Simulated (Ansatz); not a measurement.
# CH3FGeO: one species, many methods

How much do the methods differ for CH3FGeO? The plan is to run it at one geometry with functionals of several rungs and with coupled cluster. The yardstick is the atomisation energy at the CCSD(T) limit.

Program: Ansatz 0.2.0, Gaussian basis. Level of theory: functionals in def2-TZVPP, the program's frozen cores in correlated methods. These are calculated values, not measurements.

The runs, in order: LDA (SPW92), PBE-D4, revPBE-D4, BLYP-D4, r2SCAN-D4, B97M-V, PBE0-D4, B3LYP-D4, r2SCANh-D4, r2SCAN0-D4, HSE06-D4, BHLYP-D4, CAM-B3LYP-D4, LC-ωPBE, ωB97X-V, ωB97M-V, B2PLYP, PBE-QIDH; CCSD(T)/def2-SVP; CCSD(T)/def2-TZVPP; MP2/def2-QZVPP; extrapolation to the limit; RPA on PBE.

### Step 1. The geometry

An earlier PBE0-D4 in a triple-zeta def2 set relaxation fixed the geometry.

SMILES `F[CH]1[O][GeH2]1`, 7 atoms, charge 0, spin multiplicity 1.

Atoms are counted from 1 here; the program's logs count them from 0.

Bond lengths: F1–C2 1.359 Å, C2–O3 1.361 Å, C2–Ge4 1.924 Å, C2–H5 1.092 Å, O3–Ge4 1.867 Å, Ge4–H6 1.528 Å, Ge4–H7 1.525 Å. Angles: F1–C2–O3 114.5°, F1–C2–Ge4 119.4°, F1–C2–H5 108.9°, O3–C2–Ge4 66.8°, O3–C2–H5 117.1°, Ge4–C2–H5 124.0°, C2–O3–Ge4 71.2°, C2–Ge4–O3 42.1°, C2–Ge4–H6 122.8°, C2–Ge4–H7 119.4°, O3–Ge4–H6 109.9°, O3–Ge4–H7 109.4°, H6–Ge4–H7 117.1°.

### Step 2. LDA

This LDA is Slater exchange with PW92 correlation.

File in.yaml:

```yaml
crystal:
  periodic: [false, false, false]
  atoms:
    - {symbol: F, position_ang: [0.620305, -1.843452, 0.496797]}
    - {symbol: C, position_ang: [0.422607, -0.512674, 0.688923]}
    - {symbol: O, position_ang: [1.164116, 0.290247, -0.122090]}
    - {symbol: Ge, position_ang: [-0.637559, 0.477728, -0.574061]}
    - {symbol: H, position_ang: [0.452336, -0.300800, 1.759635]}
    - {symbol: H, position_ang: [-1.088245, 1.916435, -0.327219]}
    - {symbol: H, position_ang: [-0.872259, -0.095384, -1.967586]}
basis:
  gaussian: {orbitals: def2-TZVPP}
hamiltonian: {xc: lda}
output: {orbitals: {seedname: orbitals}}
```

Further steps of the session: PBE-D4 (GGA); revPBE-D4 (GGA); BLYP-D4 (GGA); r2SCAN-D4 (meta-GGA); B97M-V (meta-GGA); PBE0-D4 (hybrid); B3LYP-D4 (hybrid); r2SCANh-D4 (hybrid); r2SCAN0-D4 (hybrid); HSE06-D4 (hybrid); BHLYP-D4 (hybrid); CAM-B3LYP-D4 (range-separated); LC-ωPBE (range-separated); ωB97X-V (range-separated); ωB97M-V (range-separated); B2PLYP (double hybrid); PBE-QIDH (double hybrid); CCSD(T) in def2-SVP; CCSD(T) in def2-TZVPP; MP2 in def2-QZVPP; RPA on PBE orbitals.

**Question.** What will the summary of the whole plan be? Wanted: atomisation energy, CCSD(T)/CBS; farthest beyond LDA; mean size of error, GGA; mean size of error, meta-GGA; mean size of error, hybrid; mean size of error, range-separated; mean size of error, double hybrid; gap, smallest and largest; T1 diagnostic.

**Answer**, as computed:

| quantity | value |
| --- | --- |
| atomisation energy, CCSD(T)/CBS | 559.5 kcal/mol |
| functionals within 5.6 kcal/mol (1.0 %) | revPBE-D4, BLYP-D4, r2SCAN-D4, B97M-V, PBE0-D4, r2SCANh-D4, HSE06-D4, CAM-B3LYP-D4, LC-ωPBE, ωB97X-V, ωB97M-V |
| farthest beyond LDA | BHLYP-D4 (-36.2 kcal/mol) |
| mean size of error, GGA | 6.8 kcal/mol |
| mean size of error, meta-GGA | 3.2 kcal/mol |
| mean size of error, hybrid | 11.5 kcal/mol |
| mean size of error, range-separated | 2.4 kcal/mol |
| mean size of error, double hybrid | 9.2 kcal/mol |
| gap, smallest and largest | 4.06 eV (BLYP-D4), 10.79 eV (LC-ωPBE) |
| T1 diagnostic | 0.0153 |
| triples share of the correlation energy | 3.8 % |

What this shows: LDA overbinds by 111.4 kcal/mol (20 %). PBE-D4 is off by +18.8 kcal/mol. Double hybrids carry the basis error of their MP2 part in triple zeta, and no dispersion term here, so their miss is partly the set-up's. The rungs range-separated, meta-GGA miss on average by less than the doubt on the reference (5.6 kcal/mol), so they tie. Misses under about 5.6 kcal/mol are within the doubt on the reference itself, which lacks core-valence correlation, relativity and higher excitations, and its outer-core shells are covered unevenly. Hartree-Fock recovers 64 % of the binding; the rest is correlation. CCSD(T) in def2-SVP is off by -40.6 kcal/mol, which most functionals beat. The gap grows from 4.1 to 10.8 eV across the functionals, mostly with the share of exact exchange. Correlated methods include outer-core shells of Ge, which these sets cover unevenly.
